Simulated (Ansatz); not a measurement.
# TaN: the cost of one run

Method: DFT r²SCAN+U (U_eff = 2 eV on Ta d), plane waves, PAW, no spin–orbit coupling unless a run says so, in Ansatz 0.2.0.

## (1) The system as given

Symmetry: P-6m2, No. 187, hexagonal system. Conventional cell: a = 2.938 Å, b = 2.938 Å, c = 2.883 Å, α = 90.00°, β = 90.00°, γ = 120.00°. Around Ta (site symmetry -6m2) lie 6 N at 2.23 Å. Around N (site symmetry -6m2) lie 6 Ta at 2.23 Å.

Coordinates:

```
CELL_PARAMETERS angstrom
2.93800 0.00000 0.00000
-1.46900 2.54438 0.00000
0.00000 0.00000 2.88300
ATOMIC_POSITIONS crystal
Ta 0.33333 0.66667 0.50000
N 0.00000 0.00000 0.00000
```

Magnetic order typed: ferromagnetic.

An earlier series on this cell reached its lowest free state from «natural orbitals of the symmetric run, filled by rank», perhaps among other starts (it ended without moments).

## (2) Random orbitals: single harmonics, second filling

Input file input.yaml:

```yaml
crystal:
  lattice:
    - [2.93800111, 0.0, 0.0]
    - [-1.46900055, 2.5443836, 0.0]
    - [0.0, 0.0, 2.88300221]
  atoms:
    - { symbol: Ta, position: [0.3333333333, 0.6666666667, 0.5], spin: 0.3 }
    - { symbol: "N", position: [0.0, 0.0, 0.0] }
basis:
  ecutwfc: 500
  ecutrho_ratio: 4
kpoints:
  mp_grid: { grid: [7, 7, 7] }
hamiltonian:
  xc: r2scan
  hubbard:
    sites:
      - { site: 0, l: d, u_eff: 2.0, starting_ns: [{ spin: up, occupation_matrix: s0up }, { spin: down, occupation_matrix: s0down }] }
    occupation_matrices:
      s0up:
        matrix:
          - [0.02, 0.0, 0.0, 0.0, 0.0]
          - [0.0, 0.02, 0.0, 0.0, 0.0]
          - [0.0, 0.0, 0.97, 0.0, 0.0]
          - [0.0, 0.0, 0.0, 0.02, 0.0]
          - [0.0, 0.0, 0.0, 0.0, 0.02]
      s0down:
        matrix:
          - [0.02, 0.0, 0.0, 0.0, 0.0]
          - [0.0, 0.02, 0.0, 0.0, 0.0]
          - [0.0, 0.0, 0.02, 0.0, 0.0]
          - [0.0, 0.0, 0.0, 0.97, 0.0]
          - [0.0, 0.0, 0.0, 0.0, 0.02]
    ns_hold: { iters: 12 }
scf:
  occupations: { method: gaussian, width: 0.05 }
  lower_state_search: "off"
  max_iter: 150
output:
  forces: true
  stress: true
  eigenvalues: true
  populations: true
  hubbard: { sites: [{ site: 0, l: d }] }
magnetization:
  spin_polarized: true
```

The typed matrices put 0.97 on the chosen orbitals and 0.02 on the others, and are held for 12 cycles.

Started as:

```
$ ansatz run input.yaml --threads 2 --pin off --max-ram 3072MiB --backend cpu --events-out ev --progress --plain --runs-dir out
```

**Question.** How long does this run take on 2 threads of Arm Neoverse V1, shared host, and how much memory does it need?

About 22 s, with a peak of 0.41 GiB.
